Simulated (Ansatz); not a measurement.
**CuI (F-43m): levels without and with spin-orbit coupling from a Python script**

The task is the levels without and with spin-orbit coupling, for CuI (F-43m).

The COD entry's cell or inner coordinates are ideal or old and differ from later refinements, so a difference from it is no clean test against experiment.

Computed with the Python package of Ansatz 0.2.0. The levels of theory stand in the script.

### 1 The structure

The structure is cubic, space group F-43m (No. 216). The conventional cell has a = 6.063 Å, b = 6.063 Å, c = 6.063 Å, α = 90.00°, β = 90.00°, γ = 90.00°. Around Cu (site symmetry -43m) lie 4 I at 2.63 Å. I (site symmetry -43m) has 4 Cu at 2.63 Å in its first shell of neighbours.

The script holds or builds the structure itself.

### 2 Script

cui_soc.py

```python
'''What spin-orbit coupling does to the bands of CuI.'''

import ansatz as az

params = {
    'functional': 'lda',
    'filling': 'Fixed',
}

crystal = (
    az.Lattice.of((0.0, 3.0315, 3.0315), (3.0315, 0.0, 3.0315), (3.0315, 3.0315, 0.0))
    .atom('Cu', (0.25, 0.25, 0.25))
    .atom('I', (0.0, 0.0, 0.0))
)

setup = (
    crystal.calculation()
    .functional(params['functional'])
    .kpoints(6, center='gamma')
    .occupations(params['filling'])
    .band_table()
)
for label, variant in (('scalar-relativistic', setup), ('spin-orbit', setup.spin(soc=True))):
    report = variant.run(threads=1, pin='off').report
    zero = report['band_edges_ev'][0] if report.get('band_edges_ev') else report['fermi_energy_ev']
    near = [round(e - zero, 3) for e in report['eigenvalues_ev'][0] if abs(e - zero) < 4]
    print(label)
    print('  band edges (eV):', [round(e, 3) for e in report.get('band_edges_ev') or []] or 'none reported')
    print('  levels at k =', report['kpoints_frac'][0], 'within 4 eV of the zero:', near)
```

### 3 The calls as engine input

The engine receives this input (first run):

```yaml
crystal:
  lattice:
    - [0.0, 3.0315, 3.0315]
    - [3.0315, 0.0, 3.0315]
    - [3.0315, 3.0315, 0.0]
  atoms:
    - { symbol: Cu, position: [0.25, 0.25, 0.25] }
    - { symbol: I, position: [0.0, 0.0, 0.0] }
kpoints:
  mp_grid:
    grid: [6, 6, 6]
    shift: [0.0, 0.0, 0.0]
hamiltonian:
  xc: lda
scf:
  occupations:
    method: fixed
output:
  eigenvalues: true
```

### 4 Launch

The run is started by

```
$ python cui_soc.py
```

Standard output:

```text
DeckWarning: basis.ecutwfc = 420 eV, auto-derived from the records' recommended cutoffs: set by Cu (normal level)
scalar-relativistic
  band edges (eV): [7.775, 8.711]
  levels at k = [0.0, 0.0, 0.0] within 4 eV of the zero: [-3.638, -3.638, -3.638, -1.908, -1.908, -0.0, -0.0, 0.0, 0.937]
spin-orbit
  band edges (eV): [7.948, 8.717]
  levels at k = [0.0, 0.0, 0.0] within 4 eV of the zero: [-3.661, -3.661, -3.661, -3.661, -2.085, -2.085, -2.085, -2.085, -0.467, -0.467, -0.0, -0.0, -0.0, 0.0, 0.769, 0.769]
```

(Warnings from the package without file and line, repeats left out.)

Wall time 12 s (1 thread of Arm Neoverse V2, shared host); peak memory 0.46 GiB.

### 5 What changed from run to run

The engine's inputs for the other runs:

Run 2, against run 1:

```diff
@@ -14,0 +15,3 @@
+magnetization:
+  noncollinear: true
+  spin_orbit: true
```

### 6 What each run gave

The 2 runs, in the order started:

```csv
run,spin-orbit,energy (eV/atom),gap on the mesh (eV),iterations in all,CPU time (s)
1,not set,-6955.8572,0.94,6,1.5
2,yes,-6957.4872,0.77,9,10
```

Totals under unlike functionals or potentials can't be compared directly.

### 7 Results

```
       quantity                                                                     value
  runs compared                                                                         2
gap on the mesh  0.77 (with spin-orbit coupling) to 0.94 eV (without spin-orbit coupling)
```

In words: The gap on the mesh runs from 0.77 eV (with spin-orbit coupling) to 0.94 eV (without spin-orbit coupling). In CPU time, run 2 (with spin-orbit coupling) cost about 6.8 times as much as run 1 (without spin-orbit coupling). Reading the output:
- The computed bands are complete only to about 4.7 eV above the Fermi level.
- Of the deposited cell: the entry's cell lengths or inner coordinates differ somewhat from later room-temperature determinations.
- Without a Hubbard U or exact exchange, semilocal functionals often make such 3d compounds metallic or too weakly gapped.
- Gaps and levels are Kohn-Sham values on a finite set of k-points.
- With spin-orbit coupling each level holds one electron and, with inversion or at time-reversal points, comes in pairs; a window in energy can cut a split set.
